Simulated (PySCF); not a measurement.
# AsBF2H4: the cost of one run

Computed with PySCF 2.14.0, with density-fitted response routines of our own, on a single molecule in the gas phase. Atoms are numbered from 0 throughout.

## Step 1: Starting geometry

8 atoms, charge 0, multiplicity 1; geometry from: GFN2-xTB. The atoms were then displaced at random by about 0.01 Å, so the start is not that level's minimum.

Bonds of the start (Å): F0–B1 1.31, B1–F2 1.31, B1–H4 1.17, As3–H5 1.47, As3–H6 1.48, As3–H7 1.49.

## Step 2: Optimising the geometry at PBE0-D3(BJ)/def2-SVP

The job: settings as JSON, then the geometry in Å.

```
{"job": {"xc": "PBE0", "basis": "def2-SVP", "d3": "d3bj", "grid": 1, "shake": 0.01, "kind": "geom"}, "charge": 0, "multiplicity": 1}
F     -1.267800     1.090100     0.735080
B     -1.637990     0.111530    -0.056370
F     -1.714200    -1.063460     0.516790
As     1.158580    -0.186750    -0.390490
H     -2.014630     0.283200    -1.154480
H      2.522580    -0.586910    -0.774300
H      1.658980     1.113530     0.114050
H      1.349610    -0.780380     0.957260
```

The run is started by

```bash
OMP_NUM_THREADS=1 python probes_run.py task.json out
```

This one command runs all jobs of the session in turn.

**Question.** How long does this first job take on 1 thread of Arm Neoverse V2, shared host, and how much memory does it need?

About 34 s, with a peak of 0.37 GiB.
